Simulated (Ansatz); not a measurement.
# CH₈Si₃: up Jacob's ladder to CCSD(T)

The task here is to estimate one member of a computed series from the others.

Method: functionals in def2-TZVPP, the program's frozen cores in correlated methods; program: Ansatz 0.2.0, Gaussian basis.

The runs, in order: PBE-D4, r2SCAN-D4, PBE0-D4, B3LYP-D4, ωB97X-V, ωB97M-V, B2PLYP; CCSD(T)/def2-TZVPP; MP2/def2-QZVPP; extrapolation to the limit.

## The relaxed structure

The geometry comes from an earlier relaxation with PBE0-D4 in a triple-zeta def2 set; it is a stationary point, not always the lowest conformer.

SMILES `C[SiH]1[SiH2][SiH2]1`, 12 atoms, charge 0, spin multiplicity 1.

Atoms are counted from 1 here; the program's logs count them from 0.

Bond lengths: C1–Si2 1.874 Å, C1–H5 1.092 Å, C1–H6 1.092 Å, C1–H7 1.091 Å, Si2–Si3 2.328 Å, Si2–Si4 2.328 Å, Si2–H8 1.487 Å, Si3–Si4 2.336 Å, Si3–H9 1.485 Å, Si3–H10 1.486 Å, Si4–H11 1.486 Å, Si4–H12 1.485 Å. Angles: Si2–C1–H5 110.5°, Si2–C1–H6 110.5°, Si2–C1–H7 110.4°, H5–C1–H6 108.7°, H5–C1–H7 108.4°, H6–C1–H7 108.4°, C1–Si2–Si3 122.8°, C1–Si2–Si4 122.9°, C1–Si2–H8 114.0°, Si3–Si2–Si4 60.2°, Si3–Si2–H8 113.3°, Si4–Si2–H8 113.3°, Si2–Si3–Si4 59.9°, Si2–Si3–H9 120.1°, Si2–Si3–H10 118.4°, Si4–Si3–H9 121.0°, Si4–Si3–H10 115.5°, H9–Si3–H10 112.5° and more.

Set-up of the first run:

in.yaml

```yaml
crystal:
  periodic: [false, false, false]
  atoms:
    - {symbol: C, position_ang: [-1.077755, 1.531234, -0.874348]}
    - {symbol: Si, position_ang: [-0.672596, 0.184224, 0.363707]}
    - {symbol: Si, position_ang: [1.496992, -0.257511, 1.084536]}
    - {symbol: Si, position_ang: [0.361786, -1.813643, -0.236602]}
    - {symbol: H, position_ang: [-2.023805, 1.316847, -1.375834]}
    - {symbol: H, position_ang: [-1.157534, 2.498519, -0.373856]}
    - {symbol: H, position_ang: [-0.294810, 1.599303, -1.631538]}
    - {symbol: H, position_ang: [-1.692374, 0.020701, 1.433990]}
    - {symbol: H, position_ang: [1.764915, -0.525088, 2.520003]}
    - {symbol: H, position_ang: [2.621486, 0.448903, 0.418024]}
    - {symbol: H, position_ang: [0.863288, -1.958876, -1.627707]}
    - {symbol: H, position_ang: [-0.112591, -3.099614, 0.333625]}
basis:
  gaussian: {orbitals: def2-TZVPP}
hamiltonian: {xc: pbe, dispersion: d4}
output: {forces: true, orbitals: {seedname: orbitals}}
```

Run with:

```console
> ansatz run in.yaml --threads 4 --pin off --events-out ev --progress --plain --max-ram 10444MiB
```

Among the steps run: PBE-D4 (GGA); r2SCAN-D4 (meta-GGA); PBE0-D4 (hybrid); B3LYP-D4 (hybrid); ωB97X-V (range-separated); ωB97M-V (range-separated); B2PLYP (double hybrid); CCSD(T) in def2-TZVPP; MP2 in def2-QZVPP.

One table of the session follows, with a row left open; its other results are not shown here.

It belongs to the step «Atomisation energies». 

| method | atomisation energy (kJ/mol) |
| --- | --- |
| PBE-D4 | 3786.3 |
| r2SCAN-D4 | 3799.8 |
| PBE0-D4 | 3773.1 |
| B3LYP-D4 | 3773.1 |
| ωB97X-V | 3816.2 |
| ωB97M-V | 3779.3 |
| B2PLYP | 3717.3 |
| HF/def2-TZVPP | ? |
| MP2/def2-TZVPP | 3664.8 |
| CCSD/def2-TZVPP | 3642.4 |
| CCSD(T)/def2-TZVPP | 3685.8 |
| MP2/CBS | 3762.0 |
| CCSD(T)/CBS | 3783.0 |

Q: Estimate the row for HF/def2-TZVPP from the others.

As computed: atomisation energy (kJ/mol): 2842.9. In the column «atomisation energy (kJ/mol)» it is the lowest.

Limits of these values: Free atoms (1 C, 3 Si, 8 H) were run apart at each level; the atomisation energy is their sum less the molecule, without zero-point or spin-orbit terms.
